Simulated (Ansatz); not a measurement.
# C3H7NSi: the cost of one run

Program: Ansatz 0.2.0. Level of theory: RKS PBE0-D4/STO-3G. These are calculated values, not measurements.

### Step 1. Starting point

Bond lengths: C1–C2 1.469 Å, C2–Si3 1.881 Å, Si3–C4 1.831 Å, C4–N5 1.199 Å, C1–H6 1.129 Å, C1–H7 1.066 Å, C1–H8 1.140 Å, C2–H9 1.128 Å, C2–H10 1.096 Å, Si3–H11 1.491 Å, Si3–H12 1.536 Å. Angles (14 of 19 angles, heavy atoms first): C1–C2–Si3 114.7°, C2–Si3–C4 113.0°, Si3–C4–N5 173.7°, C1–C2–H9 106.4°, C1–C2–H10 110.1°, Si3–C2–H9 110.8°, Si3–C2–H10 109.8°, C2–C1–H6 112.4°, C2–C1–H7 115.1°, C2–C1–H8 110.2°, C2–Si3–H11 107.6°, C2–Si3–H12 105.9°, C4–Si3–H11 114.8°, C4–Si3–H12 109.1°.

Coordinates:

```xyz
12

C    -0.9054    0.6181    1.0897
C     0.4814    0.3390    0.6951
Si    0.6655   -0.9171   -0.6931
C     0.0183   -0.3115   -2.2955
N    -0.5245    0.0501   -3.3014
H    -0.9730    1.4109    1.8906
H    -1.4598   -0.2298    1.4215
H    -1.4696    1.1033    0.2265
H     1.0127   -0.0120    1.6267
H     0.9901    1.2709    0.4232
H     0.0683   -2.1997   -0.2218
H     2.1728   -1.1774   -0.8275
```

### Step 2. Relaxing the start

File input.yaml:

```yaml
crystal:
  periodic: [false, false, false]
  atoms:
    - { symbol: C, position_ang: [-0.9054, 0.6181, 1.0897] }
    - { symbol: C, position_ang: [0.4814, 0.339, 0.6951] }
    - { symbol: Si, position_ang: [0.6655, -0.9171, -0.6931] }
    - { symbol: C, position_ang: [0.0183, -0.3115, -2.2955] }
    - { symbol: "N", position_ang: [-0.5245, 0.0501, -3.3014] }
    - { symbol: H, position_ang: [-0.973, 1.4109, 1.8906] }
    - { symbol: H, position_ang: [-1.4598, -0.2298, 1.4215] }
    - { symbol: H, position_ang: [-1.4696, 1.1033, 0.2265] }
    - { symbol: H, position_ang: [1.0127, -0.012, 1.6267] }
    - { symbol: H, position_ang: [0.9901, 1.2709, 0.4232] }
    - { symbol: H, position_ang: [0.0683, -2.1997, -0.2218] }
    - { symbol: H, position_ang: [2.1728, -1.1774, -0.8275] }
basis:
  gaussian: { orbitals: STO-3G }
hamiltonian:
  xc: pbe0
  dispersion: d4
relax:
  f_tol: 0.02
  max_steps: 40
scf:
  lower_state_search: "off"
output:
  orbitals: {}
```

Launch:

```
ansatz run input.yaml --threads 1 --pin off --max-ram 2048MiB --backend cpu --events-out ev --progress --plain --runs-dir out
```

**Question.** How long does this run take on 1 thread of Arm Neoverse V1, shared host, and how much memory does it need?

About 12 s, with a peak of 0.12 GiB.
